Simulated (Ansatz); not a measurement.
# H4WCl2O4: ionisation energy by level of theory

How much energy removes an electron from H4WCl2O4 at fixed geometry? The cation is run at each level and the neutral's energy taken from earlier runs.

Program: Ansatz 0.2.0, Gaussian basis. Level of theory: unrestricted cation, the program's frozen cores in correlated methods. These are calculated values, not measurements.

Levels to be run: UKS PBE-D4/def2-TZVPP; UKS r2SCAN-D4/def2-TZVPP; UKS PBE0-D4/def2-TZVPP; UKS B3LYP-D4/def2-TZVPP; UKS wB97X-V/def2-TZVPP; UKS wB97M-V/def2-TZVPP; UKS B2PLYP/def2-TZVPP; UHF-CCSD(T)/def2-TZVPP; UHF-MP2/def2-QZVPP; extrapolation to the limit; then −ε(HOMO) from the neutral's earlier runs with LDA (SPW92), PBE-D4, revPBE-D4, BLYP-D4, r2SCAN-D4, B97M-V, PBE0-D4, B3LYP-D4, r2SCANh-D4, r2SCAN0-D4, HSE06-D4, BHLYP-D4, CAM-B3LYP-D4, LC-ωPBE, ωB97X-V, ωB97M-V.

## (1) The geometry

An earlier PBE0-D4/def2-TZVP relaxation fixed the geometry. W takes the def2 core potential; no spin-orbit term is included.

SMILES `[OH][W]([OH])([OH])([OH])([Cl])[Cl]`, 11 atoms, charge 0, spin multiplicity 1.

Atoms are counted from 1 here; the program's logs count them from 0.

Bond lengths: O1–W2 1.877 Å, O1–H8 0.963 Å, W2–O3 1.852 Å, W2–O4 1.873 Å, W2–O5 1.872 Å, W2–Cl6 2.373 Å, W2–Cl7 2.405 Å, O3–H9 0.962 Å, O4–H10 0.962 Å, O5–H11 0.961 Å. Angles: W2–O1–H8 119.6°, O1–W2–O3 99.6°, O1–W2–O4 88.8°, O1–W2–O5 98.6°, O1–W2–Cl6 82.9°, O1–W2–Cl7 171.0°, O3–W2–O4 90.4°, O3–W2–O5 161.8°, O3–W2–Cl6 92.4°, O3–W2–Cl7 81.1°, O4–W2–O5 89.6°, O4–W2–Cl6 171.5°, O4–W2–Cl7 100.1°, O5–W2–Cl6 90.2°, O5–W2–Cl7 80.9°, Cl6–W2–Cl7 88.2°, W2–O3–H9 126.5°, W2–O4–H10 122.1° and more.

## (2) Cation, UKS PBE-D4/def2-TZVPP

Input file in.yaml:

```yaml
crystal:
  periodic: [false, false, false]
  atoms:
    - {symbol: O, position_ang: [0.147694, -1.905077, 0.235231]}
    - {symbol: W, position_ang: [0.020340, -0.037517, 0.093536]}
    - {symbol: O, position_ang: [0.943722, 0.450785, 1.623019]}
    - {symbol: O, position_ang: [1.616816, -0.042657, -0.885878]}
    - {symbol: O, position_ang: [-0.946850, 0.057422, -1.506388]}
    - {symbol: Cl, position_ang: [-1.994613, -0.379956, 1.299725]}
    - {symbol: Cl, position_ang: [-0.472616, 2.316895, 0.088146]}
    - {symbol: H, position_ang: [-0.544813, -2.395265, 0.690461]}
    - {symbol: H, position_ang: [1.000026, 1.333562, 2.000239]}
    - {symbol: H, position_ang: [1.638278, -0.242038, -1.827093]}
    - {symbol: H, position_ang: [-1.407983, 0.843837, -1.811008]}
basis:
  gaussian: {orbitals: def2-TZVPP}
total_charge: 1
magnetization: {spin_polarized: true, initial_magnetization: 1}
hamiltonian: {xc: pbe, dispersion: d4}
```

Launch:

```
$ ansatz run in.yaml --threads 2 --pin off --events-out ev --progress --plain --max-ram 31744MiB --backend cpu
```

After this run come: Cation, UKS r2SCAN-D4/def2-TZVPP; Cation, UKS PBE0-D4/def2-TZVPP; Cation, UKS B3LYP-D4/def2-TZVPP; Cation, UKS wB97X-V/def2-TZVPP; Cation, UKS wB97M-V/def2-TZVPP; Cation, UKS B2PLYP (frozen core)/def2-TZVPP; Cation, UHF-CCSD(T)/def2-TZVPP; Cation, UHF-MP2/def2-QZVPP.

Before running them: what should the planned runs give, taken together? Wanted: ionisation energy, CCSD(T)/CBS; nearest functional by difference; nearest −ε(HOMO); −ε(HOMO) of PBE; T1 of the cation.

As calculated:

| quantity | value |
| --- | --- |
| ionisation energy, CCSD(T)/CBS | 10.73 eV |
| nearest functional by difference | ωB97X-V (-0.06 eV) |
| nearest −ε(HOMO) | ωB97X-V (-0.01 eV) |
| −ε(HOMO) of PBE | 6.95 eV |
| T1 of the cation | 0.035 |

In words: Energy differences with functionals land within 0.87 eV of the reference. The PBE orbital energy is 3.8 eV too small: a semilocal HOMO is no ionisation energy. Among orbital estimates ωB97X-V comes nearest. Hartree-Fock falls 0.67 eV short, as the neutral has more correlation energy than the cation. The cation's T1 (from the report) is 0.035, near the customary mark of 0.045 for open shells, so the coupled-cluster value is less safe. The cation may have settled in a state other than its lowest; no search over hole states beyond the program's own was made. Correlated methods include outer-core shells of W, which these sets cover unevenly.
